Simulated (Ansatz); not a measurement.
# C8H14O3Zr: a ladder of functionals and wavefunction methods

One table from this session's results is given with a row withheld; the runs are named, their logs left out.

Program: Ansatz 0.2.0, Gaussian basis. Level of theory: functionals in def2-TZVPP, the program's frozen cores in correlated methods. These are calculated values, not measurements.

Plan: LDA (SPW92), PBE-D4, revPBE-D4, BLYP-D4, r2SCAN-D4, B97M-V, PBE0-D4, B3LYP-D4, r2SCANh-D4, r2SCAN0-D4, HSE06-D4, BHLYP-D4, CAM-B3LYP-D4, LC-ωPBE, ωB97X-V, ωB97M-V, B2PLYP, PBE-QIDH; CCSD(T)/def2-SVP; CCSD(T)/def2-TZVPP; MP2/def2-QZVPP; extrapolation to the limit; RPA on PBE.

1 further run of the same task is left out (for a known fault of the program).

**The geometry**

The geometry comes from an earlier relaxation with PBE0-D4 in a triple-zeta def2 set; it is a stationary point, not always the lowest conformer. Zr takes the def2 core potential; no spin-orbit term is included.

26 atoms, charge 0, spin multiplicity 1.

Atoms are counted from 1 here; the program's logs count them from 0.

Bond lengths: C1–O2 1.381 Å, C1–H13 1.099 Å, C1–H14 1.097 Å, C1–H15 1.097 Å, O2–Zr3 1.935 Å, Zr3–O4 1.937 Å, Zr3–O6 1.937 Å, Zr3–C8 2.543 Å, Zr3–C9 2.536 Å, Zr3–C10 2.540 Å, Zr3–C11 2.537 Å, Zr3–C12 2.543 Å, O4–C5 1.382 Å, C5–H16 1.097 Å, C5–H17 1.099 Å, C5–H18 1.097 Å, O6–C7 1.382 Å, C7–H19 1.097 Å and more. Angles: O2–C1–H13 111.5°, O2–C1–H14 110.8°, O2–C1–H15 110.8°, H13–C1–H14 107.8°, H13–C1–H15 107.8°, H14–C1–H15 107.9°, C1–O2–Zr3 163.3°, O2–Zr3–O4 106.1°, O2–Zr3–O6 106.1°, O2–Zr3–C8 134.1°, O2–Zr3–C9 102.0°, O2–Zr3–C10 85.1°, O2–Zr3–C11 102.7°, O2–Zr3–C12 134.7°, O4–Zr3–O6 106.2°, O4–Zr3–C8 86.2°, O4–Zr3–C9 92.8°, O4–Zr3–C10 124.1° and more.

Set-up of the first run:

Input file in.yaml:

```yaml
crystal:
  periodic: [false, false, false]
  atoms:
    - {symbol: C, position_ang: [-2.571753, -0.515970, 2.177924]}
    - {symbol: O, position_ang: [-1.395312, -0.100191, 1.584943]}
    - {symbol: Zr, position_ang: [0.049074, 0.178605, 0.327230]}
    - {symbol: O, position_ang: [1.666845, -0.372902, 1.238051]}
    - {symbol: C, position_ang: [2.837523, -1.054678, 1.511248]}
    - {symbol: O, position_ang: [0.188775, 2.095530, 0.087902]}
    - {symbol: C, position_ang: [0.214948, 3.326831, -0.539099]}
    - {symbol: C, position_ang: [0.931227, -1.122349, -1.671716]}
    - {symbol: C, position_ang: [-0.041838, -1.943487, -1.058289]}
    - {symbol: C, position_ang: [-1.297523, -1.322024, -1.218220]}
    - {symbol: C, position_ang: [-1.101145, -0.112254, -1.914954]}
    - {symbol: C, position_ang: [0.278160, 0.006924, -2.199864]}
    - {symbol: H, position_ang: [-3.150551, -1.168427, 1.509271]}
    - {symbol: H, position_ang: [-3.202587, 0.343018, 2.437369]}
    - {symbol: H, position_ang: [-2.367520, -1.075657, 3.098750]}
    - {symbol: H, position_ang: [2.757558, -1.602123, 2.458298]}
    - {symbol: H, position_ang: [3.073966, -1.781822, 0.721774]}
    - {symbol: H, position_ang: [3.682780, -0.360545, 1.593449]}
    - {symbol: H, position_ang: [-0.570690, 3.981982, -0.143563]}
    - {symbol: H, position_ang: [0.058264, 3.230630, -1.622656]}
    - {symbol: H, position_ang: [1.179651, 3.824314, -0.381439]}
    - {symbol: H, position_ang: [1.993157, -1.317212, -1.708254]}
    - {symbol: H, position_ang: [0.145485, -2.878234, -0.549623]}
    - {symbol: H, position_ang: [-2.241170, -1.694439, -0.847439]}
    - {symbol: H, position_ang: [-1.867570, 0.602726, -2.177576]}
    - {symbol: H, position_ang: [0.750234, 0.831747, -2.713536]}
basis:
  gaussian: {orbitals: def2-TZVPP}
hamiltonian: {xc: lda}
output: {orbitals: {seedname: orbitals}}
```

Started as:

```sh
$ ansatz run in.yaml --threads 11 --pin off --events-out ev --progress --plain --max-ram 174080MiB --backend cuda --devices 0, --max-vram 75GiB
```

Steps of the session up to this table: LDA; PBE-D4 (GGA); revPBE-D4 (GGA); BLYP-D4 (GGA); r2SCAN-D4 (meta-GGA); B97M-V (meta-GGA); B3LYP-D4 (hybrid); r2SCANh-D4 (hybrid); r2SCAN0-D4 (hybrid); HSE06-D4 (hybrid); BHLYP-D4 (hybrid); CAM-B3LYP-D4 (range-separated); LC-ωPBE (range-separated); ωB97X-V (range-separated); ωB97M-V (range-separated); B2PLYP (double hybrid); PBE-QIDH (double hybrid).

One table of the session follows, with a row left open; its other results are not shown here.

It belongs to the step «Frontier levels by functional». 

| functional | HOMO (eV) | gap (eV) |
| --- | --- | --- |
| LDA (SPW92) | -5.90 | 5.03 |
| PBE-D4 | -5.73 | 5.09 |
| revPBE-D4 | -5.66 | 5.12 |
| BLYP-D4 | -5.59 | 5.09 |
| r2SCAN-D4 | -5.98 | 5.53 |
| B97M-V | ? | ? |
| PBE0-D4 | -6.95 | 7.18 |
| B3LYP-D4 | -6.72 | 6.74 |
| r2SCANh-D4 | -6.44 | 6.31 |
| r2SCAN0-D4 | -7.12 | 7.46 |
| HSE06-D4 | -6.56 | 6.41 |
| BHLYP-D4 | -7.92 | 8.76 |
| CAM-B3LYP-D4 | -8.19 | 9.18 |
| LC-ωPBE | -9.48 | 11.51 |
| ωB97X-V | -9.16 | 11.01 |
| ωB97M-V | -9.09 | 10.36 |

Q: Estimate the row for B97M-V from the others.

**Answer.** HOMO (eV): -6.07; gap (eV): 5.59. In the column «HOMO (eV)» it lies between r2SCANh-D4 (-6.44) and r2SCAN-D4 (-5.98).
